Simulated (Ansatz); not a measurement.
# Li3Rh: the cost of one run

Method: DFT PBEsol, scalar-relativistic, plane waves, PAW, in Ansatz 0.2.0.

1 further run of the same task is left out (set aside as unsound or not needed).

## Step 1: The system as given

It takes space group Fm-3m (No. 225, cubic). Conventional cell: a = 5.963 Å, b = 5.963 Å, c = 5.963 Å, α = 90.00°, β = 90.00°, γ = 90.00°. Around Li (site symmetry -43m) lie 4 Li at 2.58 Å and 4 Rh at 2.58 Å. Li (site symmetry m-3m) is surrounded by 8 Li at 2.58 Å. Rh (site symmetry m-3m) is surrounded by 8 Li at 2.58 Å.

As a file:

```xyz
4
Lattice="0.0000 2.9814 2.9814 2.9814 0.0000 2.9814 2.9814 2.9814 0.0000" Properties=species:S:1:pos:R:3 pbc="T T T"
Li    1.4907    1.4907    1.4907
Li    4.4721    4.4721    4.4721
Li    2.9814    2.9814    2.9814
Rh    0.0000    0.0000    0.0000
```

The structure comes from the Materials Project (structure only).

## Step 2: A distortion that keeps the symmetry

What differs from the listed cell: strain xx, yy, zz, yz, xz, xy = -1.1, -1.1, -1.1, +0.0, +0.0, +0.0 %.

File input.yaml:

```yaml
crystal:
  lattice:
    - [0.0, 2.9476311981, 2.9476311981]
    - [2.9476311981, 0.0, 2.9476311981]
    - [2.9476311981, 2.9476311981, 0.0]
  atoms:
    - { symbol: Li, position: [0.25, 0.25, 0.25] }
    - { symbol: Li, position: [0.75, 0.75, 0.75] }
    - { symbol: Li, position: [0.5, 0.5, 0.5] }
    - { symbol: Rh, position: [0.0, 0.0, 0.0] }
basis:
  ecutwfc: 420
kpoints:
  mp_grid: { grid: [12, 12, 12] }
hamiltonian:
  xc: pbesol
scf:
  occupations: { method: gaussian, width: 0.1 }
output:
  forces: true
  stress: true
  eigenvalues: true
```

Run with:

```console
$ ansatz run input.yaml --threads 1 --pin off --max-ram 1331MiB --backend cpu --events-out ev --progress --plain --runs-dir out
```

Q: Estimate wall time and peak memory on 1 thread of an x86-64 CPU, shared host.

About 6.4 s, with a peak of 0.37 GiB.
